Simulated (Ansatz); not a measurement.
# Si: the cost of one run

All numbers below are computed with Ansatz 0.2 early development (run time, molecular dynamics, PBE, PAW).

### 1 Starting point

It holds 64 Si; a = 10.862 Å, b = 10.862 Å, c = 10.862 Å, α = 90.00°, β = 90.00°, γ = 90.00°; 20.02 Å³ an atom; space group Fd-3m.

### 2 The calculation

input.yaml

```yaml
crystal:
  lattice:
    - [10.862, 0, 0]
    - [0, 10.862, 0]
    - [0, 0, 10.862]
  atoms:
    - { symbol: Si, position: [0.0, 0.0, 0.0] }
    - { symbol: Si, position: [0.0, 0.25, 0.25] }
    - { symbol: Si, position: [0.25, 0.0, 0.25] }
    - { symbol: Si, position: [0.25, 0.25, 0.0] }
    - { symbol: Si, position: [0.125, 0.125, 0.125] }
    - { symbol: Si, position: [0.125, 0.375, 0.375] }
    - { symbol: Si, position: [0.375, 0.125, 0.375] }
    - { symbol: Si, position: [0.375, 0.375, 0.125] }
    - { symbol: Si, position: [0.0, 0.0, 0.5] }
    - { symbol: Si, position: [0.0, 0.25, 0.75] }
    - { symbol: Si, position: [0.25, 0.0, 0.75] }
    - { symbol: Si, position: [0.25, 0.25, 0.5] }
    - { symbol: Si, position: [0.125, 0.125, 0.625] }
    - { symbol: Si, position: [0.125, 0.375, 0.875] }
    - { symbol: Si, position: [0.375, 0.125, 0.875] }
    - { symbol: Si, position: [0.375, 0.375, 0.625] }
    - { symbol: Si, position: [0.0, 0.5, 0.0] }
    - { symbol: Si, position: [0.0, 0.75, 0.25] }
    - { symbol: Si, position: [0.25, 0.5, 0.25] }
    - { symbol: Si, position: [0.25, 0.75, 0.0] }
    - { symbol: Si, position: [0.125, 0.625, 0.125] }
    - { symbol: Si, position: [0.125, 0.875, 0.375] }
    - { symbol: Si, position: [0.375, 0.625, 0.375] }
    - { symbol: Si, position: [0.375, 0.875, 0.125] }
    - { symbol: Si, position: [0.0, 0.5, 0.5] }
    - { symbol: Si, position: [0.0, 0.75, 0.75] }
    - { symbol: Si, position: [0.25, 0.5, 0.75] }
    - { symbol: Si, position: [0.25, 0.75, 0.5] }
    - { symbol: Si, position: [0.125, 0.625, 0.625] }
    - { symbol: Si, position: [0.125, 0.875, 0.875] }
    - { symbol: Si, position: [0.375, 0.625, 0.875] }
    - { symbol: Si, position: [0.375, 0.875, 0.625] }
    - { symbol: Si, position: [0.5, 0.0, 0.0] }
    - { symbol: Si, position: [0.5, 0.25, 0.25] }
    - { symbol: Si, position: [0.75, 0.0, 0.25] }
    - { symbol: Si, position: [0.75, 0.25, 0.0] }
    - { symbol: Si, position: [0.625, 0.125, 0.125] }
    - { symbol: Si, position: [0.625, 0.375, 0.375] }
    - { symbol: Si, position: [0.875, 0.125, 0.375] }
    - { symbol: Si, position: [0.875, 0.375, 0.125] }
    - { symbol: Si, position: [0.5, 0.0, 0.5] }
    - { symbol: Si, position: [0.5, 0.25, 0.75] }
    - { symbol: Si, position: [0.75, 0.0, 0.75] }
    - { symbol: Si, position: [0.75, 0.25, 0.5] }
    - { symbol: Si, position: [0.625, 0.125, 0.625] }
    - { symbol: Si, position: [0.625, 0.375, 0.875] }
    - { symbol: Si, position: [0.875, 0.125, 0.875] }
    - { symbol: Si, position: [0.875, 0.375, 0.625] }
    - { symbol: Si, position: [0.5, 0.5, 0.0] }
    - { symbol: Si, position: [0.5, 0.75, 0.25] }
    - { symbol: Si, position: [0.75, 0.5, 0.25] }
    - { symbol: Si, position: [0.75, 0.75, 0.0] }
    - { symbol: Si, position: [0.625, 0.625, 0.125] }
    - { symbol: Si, position: [0.625, 0.875, 0.375] }
    - { symbol: Si, position: [0.875, 0.625, 0.375] }
    - { symbol: Si, position: [0.875, 0.875, 0.125] }
    - { symbol: Si, position: [0.5, 0.5, 0.5] }
    - { symbol: Si, position: [0.5, 0.75, 0.75] }
    - { symbol: Si, position: [0.75, 0.5, 0.75] }
    - { symbol: Si, position: [0.75, 0.75, 0.5] }
    - { symbol: Si, position: [0.625, 0.625, 0.625] }
    - { symbol: Si, position: [0.625, 0.875, 0.875] }
    - { symbol: Si, position: [0.875, 0.625, 0.875] }
    - { symbol: Si, position: [0.875, 0.875, 0.625] }
kpoints:
  mp_grid: { grid: [1, 1, 1] }
hamiltonian:
  xc: pbe
  pseudopotentials: { kind: paw }
magnetization:
  spin_polarized: false
scf:
  occupations: { method: fermi_dirac, width: "0.1 eV" }
output:
  forces: true
  stress: false
md:
  ensemble: nvt_langevin
  temperature: 600
  timestep: 2.0
  n_steps: 12
  seed: 7
  initial_velocities: maxwell_boltzmann
```

On the command line:

```console
$ ansatz run input --backend cpu --threads 16 --events-out ev
```

What time and memory should one allow on 16 threads of Arm Neoverse V2 (Grace), shared host?

About 41 s, with a peak of 1.8 GiB.
